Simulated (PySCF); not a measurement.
# EuH3N (Eu(NH3)2+): the cost of one run

Computed with PySCF 2.14.0. Level: PBE0, Eu lcecp-0-SVP with ECP53, N def2-SVP, H def2-SVP; scalar-relativistic core potentials, no spin–orbit coupling.

1 further run of the same task is left out (for a known fault of the program).

**1. Where the work starts**

5 atoms, charge 2, spin multiplicity 1.

Bond lengths: Eu1–N2 2.705 Å, N2–H3 1.020 Å, N2–H4 1.020 Å, N2–H5 1.020 Å. Angles: Eu1–N2–H3 113.0°, Eu1–N2–H4 113.0°, Eu1–N2–H5 113.0°, H3–N2–H4 105.8°, H3–N2–H5 105.8°, H4–N2–H5 105.8°.

Geometry (Å):

```xyz
5
EuH3N
Eu    0.0000    0.0000    0.0000
N     0.0000    0.0000    2.7050
H     0.9392    0.0000    3.1030
H    -0.4696    0.8133    3.1030
H    -0.4696   -0.8133    3.1030
```

Formal oxidation states: Eu +2. Each metal's 7 4f electrons lie in its core potential, so multiplicities, spins and levels count the valence alone.

**2. SCF at the start, singlet**

run.py (the lines that set the calculation)

```python
mol = gto.M(atom='''
Eu     0.00000     0.00000     0.00000
N      0.00000     0.00000     2.70500
H      0.93920     0.00000     3.10300
H     -0.46960     0.81330     3.10300
H     -0.46960    -0.81330     3.10300''',
    basis={'Eu': 'lcecp-0-SVP', 'N': 'def2-SVP', 'H': 'def2-SVP'},
    ecp={'Eu': 'lcecp-0-SVP'},
    charge=2, spin=0)
mf = dft.RKS(mol, xc='PBE0')
mf.grids.atom_grid = (50, 194)  # f atoms: unpruned, at least (60, 302)
mf = mf.density_fit()  # fitting sets: Eu AutoAux, N def2-universal-JKFIT, H def2-universal-JKFIT
mf.conv_tol = 1e-08; mf.max_cycle = 55
mf.kernel(dm0)  # dm0: free metal ions and neutral atoms
```

Command:

```
$ OMP_NUM_THREADS=2 python run.py
```

Q: Estimate wall time and peak memory on 2 threads of Arm Neoverse N1, shared host.

About 2.4 s, with a peak of 0.36 GiB.
